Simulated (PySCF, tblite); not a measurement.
# C₃H₁₀BClN+: dynamics, then NMR shifts on frames, part 2 of 2

tblite 0.8.0 and PySCF 2.14.0. Atoms count from 0. Earlier steps stand in the parts before.

## (5) Shielding tensors: 625 fs, PBE0/pcSseg-1

The job: settings as JSON, then the geometry in Å.

```
{"job": {"kind": "nmr", "xc": "PBE0", "basis": "pcSseg-1", "pop": false}, "charge": 1, "multiplicity": 1}
C     -1.459700     1.110200     0.385700
N     -1.223600    -0.323100     0.506200
C     -1.309100    -0.989600    -0.826000
C     -2.191400    -0.796500     1.466300
B      0.294500    -0.460300     1.026400
Cl     1.171200     0.918100     1.285000
H     -1.407700     1.531300     1.402900
H     -2.287700     1.423900    -0.288100
H     -0.641400     1.363000    -0.262200
H     -0.711800    -0.426000    -1.525800
H     -2.344200    -0.849400    -1.159200
H     -0.839700    -1.937200    -0.899500
H     -1.980300    -0.423500     2.453700
H     -2.298600    -1.840400     1.514600
H     -3.233900    -0.335000     1.337900
H      0.618200    -1.575600     1.122300
```

Level: GIAO PBE0/pcSseg-1 NMR shielding, non-relativistic, gas phase.

The log of the run:

```text
coarse grid: 13232 points
cycle   1  E = -659.3731641402  dE =  9.636e-01  |g| = 3.965e-01  |ddm| = 3.262e+00
cycle   2  E = -659.3420949257  dE =  3.107e-02  |g| = 5.699e-01  |ddm| = 8.038e-01
cycle   3  E = -659.4113471616  dE = -6.925e-02  |g| = 4.647e-02  |ddm| = 4.163e-01
cycle   4  E = -659.4117221677  dE = -3.750e-04  |g| = 2.106e-02  |ddm| = 5.166e-02
cycle   5  E = -659.4118279778  dE = -1.058e-04  |g| = 4.485e-03  |ddm| = 1.886e-02
cycle   6  E = -659.4118326756  dE = -4.698e-06  |g| = 6.050e-04  |ddm| = 4.334e-03
final grid: 121296 points
cycle   7  E = -659.4418366171  dE = -5.289e-05  |g| = 7.590e-03  |ddm| = 2.918e-02
cycle   8  E = -659.4418349200  dE =  1.697e-06  |g| = 7.851e-03  |ddm| = 1.180e-02
cycle   9  E = -659.4418500733  dE = -1.515e-05  |g| = 1.133e-03  |ddm| = 6.417e-03
cycle  10  E = -659.4418503162  dE = -2.429e-07  |g| = 3.015e-04  |ddm| = 1.020e-03
cycle  11  E = -659.4418503340  dE = -1.780e-08  |g| = 5.610e-05  |ddm| = 2.098e-04
cycle  12  E = -659.4418503347  dE = -6.576e-10  |g| = 1.330e-05  |ddm| = 5.915e-05
converged SCF energy = -659.4418503347

GIAO shielding tensors (ppm)
atom      isotropic    diamagn.    paramagn.     s11        s22        s33       span
  0 C      131.000     257.405    -126.405    108.326    114.430    170.245     61.919
  1 N      202.924     324.519    -121.595    174.352    201.069    233.351     58.999
  2 C      143.442     252.300    -108.857    108.660    126.604    195.062     86.402
  3 C      145.285     242.466     -97.181    113.752    129.201    192.902     79.150
  4 B       43.591     199.152    -155.561    -16.858     63.078     84.553    101.410
  5 Cl     610.459    1150.512    -540.053    271.853    578.355    981.170    709.317
  6 H       28.083      32.164      -4.080     23.532     26.967     33.751     10.219
  7 H       27.580      30.360      -2.780     24.196     25.804     32.741      8.545
  8 H       28.843      34.893      -6.050     23.536     30.026     32.967      9.431
  9 H       29.607      33.045      -3.437     25.089     27.506     36.226     11.137
 10 H       28.253      29.429      -1.176     24.453     25.550     34.755     10.302
 11 H       28.706      30.713      -2.007     24.573     25.688     35.856     11.282
 12 H       29.236      27.893       1.342     24.638     26.737     36.331     11.693
 13 H       29.578      27.379       2.199     24.819     26.314     37.602     12.783
 14 H       27.298      24.679       2.619     23.184     24.751     33.959     10.775
 15 H       25.765      30.450      -4.685     23.475     26.559     27.259      3.784
```

It took 17 s on 1 thread of Arm Neoverse V1, shared host; peak memory 0.76 GiB.

This run: δ C0 55.9, C2 43.5, C3 41.6, N1 64.8, H15 5.95, H14 4.42 ppm.

## (6) Shielding tensors: 800 fs, PBE0/pcSseg-1

The job: settings as JSON, then the geometry in Å.

```
{"job": {"kind": "nmr", "xc": "PBE0", "basis": "pcSseg-1", "pop": false}, "charge": 1, "multiplicity": 1}
C     -0.958600     1.315300     0.720200
N     -0.817600    -0.169400     0.999400
C     -1.087700    -0.911100    -0.177300
C     -1.969800    -0.602900     1.956100
B      0.506400    -0.512800     1.662400
Cl     1.411000     0.749700     2.243800
H     -0.574900     2.032200     1.345300
H     -2.012100     1.529800     0.464800
H     -0.437400     1.532900    -0.228000
H     -0.745700    -0.423300    -1.115400
H     -2.131900    -0.892700    -0.377300
H     -0.841600    -2.017500    -0.115700
H     -1.776300    -0.081100     2.903400
H     -1.957500    -1.722700     2.071200
H     -2.886600    -0.202200     1.481000
H      1.177800    -1.389500     1.442600
```

Method: GIAO PBE0/pcSseg-1 NMR shielding, non-relativistic, gas phase.

The log of the run:

```text
coarse grid: 13232 points
cycle   1  E = -659.3641228276  dE =  9.047e-01  |g| = 4.146e-01  |ddm| = 3.230e+00
cycle   2  E = -659.3211328206  dE =  4.299e-02  |g| = 6.294e-01  |ddm| = 8.935e-01
cycle   3  E = -659.4064978537  dE = -8.537e-02  |g| = 4.109e-02  |ddm| = 4.689e-01
cycle   4  E = -659.4067742438  dE = -2.764e-04  |g| = 2.083e-02  |ddm| = 4.676e-02
cycle   5  E = -659.4068754164  dE = -1.012e-04  |g| = 4.430e-03  |ddm| = 1.844e-02
cycle   6  E = -659.4068799793  dE = -4.563e-06  |g| = 5.001e-04  |ddm| = 3.925e-03
final grid: 121296 points
cycle   7  E = -659.4366855638  dE = -4.510e-05  |g| = 7.233e-03  |ddm| = 2.450e-02
cycle   8  E = -659.4366838577  dE =  1.706e-06  |g| = 7.480e-03  |ddm| = 1.077e-02
cycle   9  E = -659.4366978200  dE = -1.396e-05  |g| = 9.349e-04  |ddm| = 5.973e-03
cycle  10  E = -659.4366979752  dE = -1.552e-07  |g| = 3.241e-04  |ddm| = 9.649e-04
cycle  11  E = -659.4366979968  dE = -2.164e-08  |g| = 5.633e-05  |ddm| = 2.383e-04
cycle  12  E = -659.4366979975  dE = -6.495e-10  |g| = 1.395e-05  |ddm| = 5.645e-05
converged SCF energy = -659.4366979975

GIAO shielding tensors (ppm)
atom      isotropic    diamagn.    paramagn.     s11        s22        s33       span
  0 C      130.975     252.673    -121.699     99.702    104.615    188.608     88.906
  1 N      192.188     321.831    -129.642    166.182    190.538    219.844     53.662
  2 C      138.781     250.878    -112.096    104.467    122.111    189.766     85.300
  3 C      119.784     247.770    -127.986     87.887     95.251    176.214     88.327
  4 B       38.846     198.631    -159.785    -26.494     46.224     96.808    123.302
  5 Cl     516.126    1150.070    -633.944     63.719    526.626    958.035    894.316
  6 H       28.190      32.967      -4.777     22.795     28.181     33.594     10.799
  7 H       28.368      30.864      -2.496     24.495     26.252     34.358      9.863
  8 H       28.560      32.632      -4.072     24.423     25.901     35.355     10.932
  9 H       28.015      31.703      -3.688     23.406     25.399     35.239     11.834
 10 H       29.146      32.918      -3.772     25.431     27.123     34.885      9.454
 11 H       26.923      29.552      -2.629     22.825     23.863     34.082     11.257
 12 H       27.954      26.143       1.812     23.357     26.109     34.397     11.040
 13 H       26.917      25.773       1.144     23.397     24.145     33.209      9.812
 14 H       27.591      27.445       0.146     24.597     25.712     32.464      7.867
 15 H       25.068      30.688      -5.620     21.439     23.131     30.634      9.195
```

Run time: 17 s. Hardware: 1 thread of Arm Neoverse V1, shared host; peak memory 0.76 GiB.

In short: δ C3 67.1, C0 56.0, C2 48.1, N1 75.5, H15 6.65, H13 4.80 ppm.

## (7) Shielding tensors: 1000 fs, PBE0/pcSseg-1

The job: settings as JSON, then the geometry in Å.

```
{"job": {"kind": "nmr", "xc": "PBE0", "basis": "pcSseg-1", "pop": false}, "charge": 1, "multiplicity": 1}
C     -0.813800     1.940200     0.717400
N     -1.141800     0.529500     0.982200
C     -1.187600    -0.106400    -0.360200
C     -2.517200     0.486300     1.500700
B     -0.130900    -0.211900     1.829300
Cl     1.529400     0.052500     2.105600
H     -0.921100     2.560500     1.651900
H     -1.512200     2.338400     0.088200
H      0.262700     2.045100     0.411200
H     -0.208700    -0.128300    -0.965300
H     -1.934200     0.255500    -0.989500
H     -1.362400    -1.201200    -0.114100
H     -2.690100     1.225400     2.381600
H     -2.705800    -0.549500     1.829000
H     -3.204600     0.750000     0.768400
H     -0.679100    -1.046800     2.513300
```

Method: GIAO PBE0/pcSseg-1 NMR shielding, non-relativistic, gas phase.

The log of the run:

```text
coarse grid: 13232 points
cycle   1  E = -659.3748328291  dE =  8.564e-01  |g| = 4.159e-01  |ddm| = 3.224e+00
cycle   2  E = -659.3297922866  dE =  4.504e-02  |g| = 6.321e-01  |ddm| = 9.050e-01
cycle   3  E = -659.4187947529  dE = -8.900e-02  |g| = 4.140e-02  |ddm| = 4.861e-01
cycle   4  E = -659.4190842660  dE = -2.895e-04  |g| = 1.898e-02  |ddm| = 5.150e-02
cycle   5  E = -659.4191675437  dE = -8.328e-05  |g| = 5.128e-03  |ddm| = 2.013e-02
cycle   6  E = -659.4191738137  dE = -6.270e-06  |g| = 6.783e-04  |ddm| = 4.430e-03
final grid: 121296 points
cycle   7  E = -659.4497198869  dE = -4.237e-05  |g| = 7.699e-03  |ddm| = 2.512e-02
cycle   8  E = -659.4497168532  dE =  3.034e-06  |g| = 8.284e-03  |ddm| = 1.161e-02
cycle   9  E = -659.4497342793  dE = -1.743e-05  |g| = 1.007e-03  |ddm| = 6.579e-03
cycle  10  E = -659.4497344711  dE = -1.918e-07  |g| = 3.184e-04  |ddm| = 1.046e-03
cycle  11  E = -659.4497344919  dE = -2.080e-08  |g| = 6.109e-05  |ddm| = 2.438e-04
cycle  12  E = -659.4497344927  dE = -8.080e-10  |g| = 1.231e-05  |ddm| = 6.009e-05
converged SCF energy = -659.4497344927

GIAO shielding tensors (ppm)
atom      isotropic    diamagn.    paramagn.     s11        s22        s33       span
  0 C      137.787     248.312    -110.525    105.924    122.324    185.113     79.188
  1 N      204.010     323.080    -119.070    180.670    206.800    224.559     43.889
  2 C      140.695     256.817    -116.122    100.351    137.172    184.563     84.211
  3 C      128.480     244.786    -116.307    100.145    103.835    181.459     81.314
  4 B       38.380     192.927    -154.547    -18.874     46.476     87.538    106.412
  5 Cl     598.352    1148.698    -550.346    165.654    648.811    980.590    814.936
  6 H       27.972      28.051      -0.079     24.451     24.898     34.568     10.117
  7 H       30.042      32.235      -2.193     26.504     27.893     35.728      9.225
  8 H       27.151      29.651      -2.500     22.601     26.005     32.846     10.245
  9 H       27.307      31.908      -4.602     22.664     25.128     34.128     11.464
 10 H       29.472      34.139      -4.666     25.424     27.375     35.617     10.194
 11 H       27.750      32.023      -4.273     23.670     24.803     34.777     11.107
 12 H       26.692      24.149       2.542     22.640     24.006     33.429     10.790
 13 H       27.612      26.955       0.657     23.757     25.054     34.024     10.268
 14 H       29.485      28.810       0.674     26.085     27.136     35.234      9.149
 15 H       25.111      28.947      -3.836     21.838     25.337     28.159      6.321
```

It took 17 s on 1 thread of Arm Neoverse V1, shared host; peak memory 0.76 GiB.

This run: δ C3 58.4, C0 49.1, C2 46.2, N1 63.7, H15 6.61, H12 5.03 ppm.

## (8) Side by side: NMR shifts

Shifts (ppm) of some atoms, chosen among heavy atoms and hydrogens apart, with basis size and wall time:

```tsv
frame	C2	C3	H10	H9	N1	B4	Cl5	functions	time
250 fs	64.9	42.4	5.92	5.91	69.8	56.3	321	159	17 s
425 fs	57.1	59.6	4.01	3.37	80.9	51.8	283	159	16 s
625 fs	43.5	41.6	3.46	2.11	64.8	56.5	339	159	17 s
800 fs	48.1	67.1	2.57	3.70	75.5	61.2	434	159	17 s
1000 fs	46.2	58.4	2.24	4.41	63.7	61.7	351	159	17 s
```

## (9) Results

The summary covers parts 1 to 2.

```
                                           quantity                                                           value
                                         thermostat                                                           600 K
                      mean temperature, second half                                                           570 K
            mean potential energy above the minimum                                                         0.96 eV
     13C shifts against TMS (PBE0/pcSseg-1, 250 fs)                                            64.9, 48.9, 42.4 ppm
      1H shifts against TMS (PBE0/pcSseg-1, 250 fs)  5.92, 5.91, 5.40, 5.25, 4.82, 4.35, 3.58, 3.15, 1.68, 1.30 ppm
     15N shifts against NH3 (PBE0/pcSseg-1, 250 fs)                                                        69.8 ppm
11B shifts against BF3·OEt2 (PBE0/pcSseg-1, 250 fs)                                                        56.3 ppm
    35Cl shifts against HCl (PBE0/pcSseg-1, 250 fs)                                                         321 ppm
                          range of the shift of Cl5                                                  283 to 434 ppm
```

What this shows: In the second half the potential energy averages 0.96 eV above the minimum; equipartition over 42 harmonic modes at 600 K would give 1.09 eV. With 16 atoms the temperature swings widely (267 to 823 K). Shifts at one fixed geometry are not the observed spectrum, which averages over the motion. In the first frame run (250 fs): Shielding is most anisotropic at Cl5 (span 759 ppm, paramagnetic term -521 ppm). In ppm, Cl5 moves most: its shift spreads over 150 ppm, from 283 (425 fs) to 434 (800 fs).
